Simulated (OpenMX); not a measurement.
## HfGe: relaxation of cell and atoms with PBE

HfGe:

```xyz
2
Lattice="3.5008 0.0000 0.0000 0.0000 3.5008 0.0000 0.0000 0.0000 3.5008" Properties=species:S:1:pos:R:3 pbc="T T T"
Hf    0.0000    0.0000    0.0000
Ge    1.7504    1.7504    1.7504
```

The cell was built by a generator and needn't be a form met in nature.

The cell isn't the ideal one: as made, not relaxed: species swapped into the ErZn type (Pm-3m, No. 221).

```yaml
Program: OpenMX 3.8.5
Task: relaxation of cell and atoms
Functional: PBE
Potentials_or_basis: OpenMX 2013 PBE set, Hf7.0-s3p2d2, Ge7.0-s2p2d1, grid cutoff 400 Ry
k_mesh: 5 × 5 × 5
Occupations: fermi-dirac, width 0.05 eV
Spin: no spin polarisation
Mixing_scheme: rmm-diisk
SCF_threshold: 1e-08 Ha
Solver: band
Max_SCF_cycles: 100
Optimiser: RFC5
Force_threshold: 3.0e-4 Ha/bohr
Max_steps_of_the_ions: 30
```

The relaxed volume is 19.14 Å³/atom and the relaxed cell is a = 3.370 Å, b = 3.370 Å, c = 3.370 Å, α = 90.00°, β = 90.00°, γ = 90.00°. The space group after relaxing (to 0.05 Å) is Pm-3m (No. 221) and the energy gained by relaxing is 85.3 meV/atom. The ionic steps are 11, the pressure after relaxing is 0.1 GPa and the band gap on the k mesh is none (metal or under the smearing width). The mulliken charges are Hf +0.29; Ge -0.29 e.

Step by step:
```tsv
step	energy change (eV)	largest force (eV/Å)	pressure (GPa)	volume (Å³)
1	0.0000	0.0000	-10.61	42.91
2	-0.0251	0.0000	-9.92	42.52
3	-0.0466	0.0000	-9.26	42.16
4	-0.0654	0.0000	-8.64	41.83
5	-0.0815	0.0000	-8.05	41.53
6	-0.1141	0.0000	-6.57	40.83
7	-0.1354	0.0000	-5.32	40.27
8	-0.1477	0.0000	-4.36	39.88
9	-0.1705	0.0000	0.38	38.19
10	-0.1701	0.0000	0.79	38.06
11	-0.1706	0.0000	0.08	38.29
```

Final structure:
```
Hf Ge
1.0
     3.37036    0.00000    0.00000
     0.00000    3.37036    0.00000
     0.00000    0.00000    3.37036
Hf Ge
1 1
Direct
  0.00000 0.00000 0.00000
  0.50000 0.50000 0.50000
```

Levels at points of the mesh, in eV from the Fermi level:
| k point | band 6 | band 7 | band 8 | band 9 | band 10 | band 11 |
| --- | --- | --- | --- | --- | --- | --- |
| (0.00, 0.00, 0.00) | -1.50 | -1.50 | 1.87 | 1.87 | 1.87 | 3.45 |

It took 5.5 min on 1 thread of Arm Neoverse V2, on a shared host, peak memory 0.82 GiB.

Caveat: Mulliken charges move with the basis; volumes in these bases differ from converged ones by about 1 %, for some elements by several; the energies along the path lack the entropy term of the smearing; the basis of atomic orbitals isn't converged, which shifts pressures, moduli and gaps. The run has no spin-orbit coupling, so splittings on Hf are missing.
